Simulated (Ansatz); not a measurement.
Born–Oppenheimer molecular dynamics of a periodic cell of 23 atoms, Mg$_{7}$S$_{16}$ (host MgS2, host structure C2/m, one Mg atom removed). It goes on from the last frame of an earlier run, with new velocities.

These are results of DFT PBEsol, scalar-relativistic, plane waves, PAW (Ansatz), not measurements. Settings: accuracy low, cutoff 420 eV, k mesh 1x1x1, fermi-dirac smearing 0.05 eV, no spin polarisation.

```
ensemble        : NVT, Langevin thermostat
time step       : 2 fs
steps asked     : 400
set temperature : 1170 K
friction        : 0.02 /fs
seed            : 102781
```

First frame:

```xyz
23
Lattice="2.3536 3.9105 9.1265 2.3536 -3.9105 9.1265 6.8908 0.0000 0.0000" Properties=species:S:1:pos:R:3
Mg 2.082 -0.089 2.492
S 4.539 -0.366 3.668
S 6.887 -0.418 0.969
Mg 3.709 2.134 6.619
S 5.684 2.356 8.195
S 7.721 2.472 5.284
S 6.852 -1.929 8.848
S 8.434 -1.780 5.899
Mg 6.950 0.394 6.937
S 2.727 0.310 8.151
S 4.785 0.416 5.418
Mg 4.836 -0.337 11.311
S 6.908 -0.391 12.534
S 9.375 0.155 10.231
Mg 8.027 1.820 11.483
S 3.683 1.724 12.948
S 5.626 1.781 10.081
Mg 8.023 -2.552 10.992
S 3.336 -2.097 12.282
S 5.275 -2.327 10.103
Mg 8.951 0.590 16.044
S 4.671 -0.165 17.181
S 6.528 0.255 14.452
```

Q: What does the run give?

A: All steps were run.

- steps done: 400
- time covered: 800 fs
- mean temperature over the second half: 1183 K
- spread of the potential energy over the second half: 24.4 meV per atom
- mean potential energy of the second half above the start: 78.8 meV per atom

A run of 0.8 ps of so small a system gives no equilibrium averages. Limits of this set-up: coarse k mesh, low accuracy level.

Q: What happens to the structure?

A: Mean squared displacements from the first frame to the last, about the centre of mass: Mg 1.86 Å², S 1.06 Å². The details hang on the random start.

Q: How do temperature and energy run in time?

A: 
```csv
time (fs),T (K),potential energy less start (eV)
0.0,1119,0.000
40.0,1067,0.648
80.0,1080,0.863
120.0,1214,1.238
160.0,1141,0.767
200.0,1279,0.399
240.0,1345,0.250
280.0,1231,0.715
320.0,1321,0.510
360.0,1025,0.854
400.0,1020,0.926
440.0,1254,1.366
480.0,1477,1.316
520.0,948,2.468
560.0,1238,2.800
600.0,1176,1.747
640.0,1038,2.002
680.0,1410,2.186
720.0,1163,1.392
760.0,978,1.688
800.0,1262,1.651
```

The run took 21 min on 1 thread of Intel(R) Xeon(R) 6975P-C (Granite Rapids) (shared host), peak memory 0.76 GiB.
